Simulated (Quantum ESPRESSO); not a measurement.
NbSi under changes of volume

One of the cells (17.051 Å³/atom); the others are scaled copies at fixed shape and fractional positions:

```xyz
2
Lattice="0.0000 2.5738 2.5738 2.5738 0.0000 2.5738 2.5738 2.5738 0.0000" Properties=species:S:1:pos:R:3 pbc="T T T"
Nb    0.0000    0.0000    0.0000
Si    2.5738    2.5738    2.5738
```

The cell was built by a generator and needn't be a form met in nature.

* Program: Quantum ESPRESSO 7.5
* Functional: PBE
* Potentials or basis: SSSP 1.3 efficiency PBE
* Cutoff: 748 eV
* Density cutoff: 5987 eV
* k mesh: 9 × 9 × 9
* Occupations: fermi-dirac, width 0.05 eV
* Spin: no spin polarisation

| volume (Å³/atom) | energy over the lowest point (meV/atom) | pressure (GPa) |
| --- | --- | --- |
| 16.028 | ? | ? |
| 16.369 | 14.05 | 6.5 |
| 16.710 | 3.49 | 3.1 |
| 17.051 | 0.00 | -0.1 |
| 17.392 | 2.93 | -3.0 |
| 17.733 | 11.71 | -5.6 |
| 18.074 | 25.74 | -7.9 |

Problem. What does the run at 16.028 Å³/atom give?

Solution. Energy over the lowest point 32.40 meV/atom; pressure 10.4 GPa.

Worked out: A Birch-Murnaghan fit of order 3 (a polynomial in V^(-2/3)) to the other rows has its minimum at 17.06 Å³/atom with B0 = V·E''(V) = 150 GPa and B' = 3.9. It gives 32.44 meV/atom at 16.028 Å³/atom, against the run's 32.40, and -dE/dV = 10.6 GPa, against 10.4.

Energies are extrapolated to zero smearing.
